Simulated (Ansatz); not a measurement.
# Si(GeH3)2H2 (SiGe₂H₈): geometry, orbitals and charge

Aim: characterise Si(GeH3)2H2 (SiGe₂H₈) as a singlet: its structure, frontier levels and distribution of charge.

Computed with Ansatz 0.2.0, Gaussian basis. Level: RKS PBE0-D4/def2-TZVP.

The runs, in order: relaxation at PBE0-D4/def2-SVP; a search for the lowest solution at PBE0-D4/def2-SVP; a single point at PBE0-D4/def2-TZVP.

## (1) Where the work starts

11 atoms, charge 0, spin multiplicity 1.

Atoms are counted from 1 here; the program's logs count them from 0.

Bond lengths: Si1–Ge2 2.339 Å, Si1–Ge6 2.337 Å, Si1–H10 1.466 Å, Si1–H11 1.466 Å, Ge2–H3 1.500 Å, Ge2–H4 1.500 Å, Ge2–H5 1.500 Å, Ge6–H7 1.500 Å, Ge6–H8 1.500 Å, Ge6–H9 1.500 Å. Angles: Ge2–Si1–Ge6 110.9°, Ge2–Si1–H10 109.7°, Ge2–Si1–H11 109.7°, Ge6–Si1–H10 109.7°, Ge6–Si1–H11 109.6°, H10–Si1–H11 107.1°, Si1–Ge2–H3 115.2°, Si1–Ge2–H4 115.1°, Si1–Ge2–H5 115.2°, H3–Ge2–H4 103.3°, H3–Ge2–H5 103.1°, H4–Ge2–H5 103.3°, Si1–Ge6–H7 115.0°, Si1–Ge6–H8 115.1°, Si1–Ge6–H9 115.1°, H7–Ge6–H8 103.2°, H7–Ge6–H9 103.4°, H8–Ge6–H9 103.5°.

The start is a GFN2-xTB geometry.

## (2) Optimising with PBE0-D4/def2-SVP

in.yaml

```yaml
crystal:
  periodic: [false, false, false]
  atoms:
    - {symbol: Si, position_ang: [-0.817690, 0.002190, -0.581140]}
    - {symbol: Ge, position_ang: [-0.850550, -0.015110, 1.757380]}
    - {symbol: H, position_ang: [0.016910, -1.057080, 2.399960]}
    - {symbol: H, position_ang: [-2.196160, -0.257760, 2.374240]}
    - {symbol: H, position_ang: [-0.395370, 1.256010, 2.411970]}
    - {symbol: Ge, position_ang: [1.377050, 0.014260, -1.384960]}
    - {symbol: H, position_ang: [2.185390, -1.201860, -1.042530]}
    - {symbol: H, position_ang: [2.229440, 1.143880, -0.888260]}
    - {symbol: H, position_ang: [1.507070, 0.107960, -2.876410]}
    - {symbol: H, position_ang: [-1.532030, 1.183240, -1.076030]}
    - {symbol: H, position_ang: [-1.524080, -1.175710, -1.094210]}
basis:
  gaussian: {orbitals: def2-SVP}
hamiltonian: {xc: pbe0, dispersion: d4}
scf: {lower_state_search: "off"}
output: {orbitals: {seedname: orbitals}}
relax: {f_tol: 0.02, max_steps: 100}
```

On the command line:

```bash
$ ansatz run in.yaml --threads 2 --pin off --events-out ev --progress --plain --max-ram 4352MiB
```

Further steps of the session: Searching for the lowest solution, PBE0-D4/def2-SVP; Single point, PBE0-D4/def2-TZVP.

**Question.** What will the summary of the whole plan be? Wanted: point group; commonest bond, hydrogen aside; HOMO, LUMO at PBE0-D4/def2-TZVP; dipole at PBE0-D4/def2-SVP.

The runs gave:

| quantity | value |
| --- | --- |
| point group | C1 |
| commonest bond, hydrogen aside | Ge–Si, 2 of mean length 2.384 Å |
| HOMO, LUMO at PBE0-D4/def2-TZVP | -7.94, -0.13 eV |
| dipole at PBE0-D4/def2-SVP | 0.07 D |

In words: The molecule keeps its bonding pattern by the stored test; the atoms moved 0.08 Å (rms). No usable vibrations, so a minimum isn't proven. The point group is read from a loosely relaxed geometry; soft torsions can leave it below the true symmetry.
